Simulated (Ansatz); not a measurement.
**C5H5ClF2OZr: small, medium and large basis sets**

One table from this session's results is given with a row withheld; the runs are named, their logs left out.

Method: one geometry, several basis sets; program: Ansatz 0.2.0, Gaussian basis.

Levels to be run: PBE0-D4/def2-SVP; ωB97M-V/def2-SVP; PBE0-D4/def2-QZVPP; ωB97M-V/def2-QZVPP; the functionals' def2-TZVPP values are taken from earlier runs.

## The geometry

All runs share one geometry, relaxed beforehand with PBE0-D4 in a triple-zeta def2 set. Zr takes the def2 core potential; no spin-orbit term is included.

SMILES `[OH][Zr]1234([F])([Cl])[C@@H]5[C@H]1[C@H]2[C@@]3(F)[C@@H]54`, 15 atoms, charge 0, spin multiplicity 1.

Atoms are counted from 1 here; the program's logs count them from 0.

Bond lengths: O1–Zr2 1.918 Å, O1–H11 0.957 Å, Zr2–F3 1.916 Å, Zr2–Cl4 2.380 Å, Zr2–C5 2.497 Å, Zr2–C6 2.491 Å, Zr2–C7 2.517 Å, Zr2–C8 2.557 Å, Zr2–C10 2.537 Å, C5–C6 1.406 Å, C5–C10 1.419 Å, C5–H12 1.079 Å, C6–C7 1.417 Å, C6–H13 1.080 Å, C7–C8 1.405 Å, C7–H14 1.080 Å, C8–F9 1.328 Å, C8–C10 1.401 Å and more. Angles: Zr2–O1–H11 143.5°, O1–Zr2–F3 106.9°, O1–Zr2–Cl4 107.5°, O1–Zr2–C5 130.1°, O1–Zr2–C6 129.5°, O1–Zr2–C7 96.9°, O1–Zr2–C8 80.5°, O1–Zr2–C10 97.8°, F3–Zr2–Cl4 107.6°, F3–Zr2–C5 113.3°, F3–Zr2–C6 86.6°, F3–Zr2–C7 92.3°, F3–Zr2–C8 123.5°, F3–Zr2–C10 140.8°, Cl4–Zr2–C5 87.5°, Cl4–Zr2–C6 114.3°, Cl4–Zr2–C7 141.7°, Cl4–Zr2–C8 123.6° and more.

The first run:

in.yaml reads:

```yaml
crystal:
  periodic: [false, false, false]
  atoms:
    - {symbol: O, position_ang: [-0.462958, -2.400308, 0.509230]}
    - {symbol: Zr, position_ang: [-0.716843, -0.893334, -0.649644]}
    - {symbol: F, position_ang: [-0.118664, -1.421880, -2.391223]}
    - {symbol: Cl, position_ang: [-3.057434, -0.482857, -0.785620]}
    - {symbol: C, position_ang: [-0.424848, 1.545852, -0.201918]}
    - {symbol: C, position_ang: [0.698386, 1.136032, -0.941222]}
    - {symbol: C, position_ang: [1.464481, 0.254197, -0.138666]}
    - {symbol: C, position_ang: [0.809196, 0.175554, 1.101584]}
    - {symbol: F, position_ang: [1.227193, -0.548361, 2.133980]}
    - {symbol: C, position_ang: [-0.369226, 0.932290, 1.076705]}
    - {symbol: H, position_ang: [-0.054353, -2.680681, 1.327519]}
    - {symbol: H, position_ang: [-1.211875, 2.199643, -0.545411]}
    - {symbol: H, position_ang: [0.927041, 1.410651, -1.960107]}
    - {symbol: H, position_ang: [2.377913, -0.252457, -0.411831]}
    - {symbol: H, position_ang: [-1.088019, 1.025680, 1.876614]}
basis:
  gaussian: {orbitals: def2-SVP}
hamiltonian: {xc: pbe0, dispersion: d4}
output: {orbitals: {seedname: orbitals}}
```

Among the steps run: PBE0-D4 in def2-SVP; ωB97M-V in def2-SVP; PBE0-D4 in def2-QZVPP; ωB97M-V in def2-QZVPP.

One of the session's tables, all rows but one given; the rest of the session is left out.

It belongs to the step «Functionals by basis». 

| functional | basis | HOMO (eV) |
| --- | --- | --- |
| PBE0-D4 | def2-SVP | -7.75 |
| PBE0-D4 | def2-TZVPP | -7.71 |
| PBE0-D4 | def2-QZVPP | -7.73 |
| ωB97M-V | def2-SVP | -9.82 |
| ωB97M-V | def2-TZVPP | ? |
| ωB97M-V | def2-QZVPP | -9.82 |

Q: Estimate the row for ωB97M-V, def2-TZVPP from the others.

As computed: HOMO (eV): -9.80. In the column «HOMO (eV)» it lies between ωB97M-V, def2-QZVPP (-9.82) and PBE0-D4, def2-SVP (-7.75).
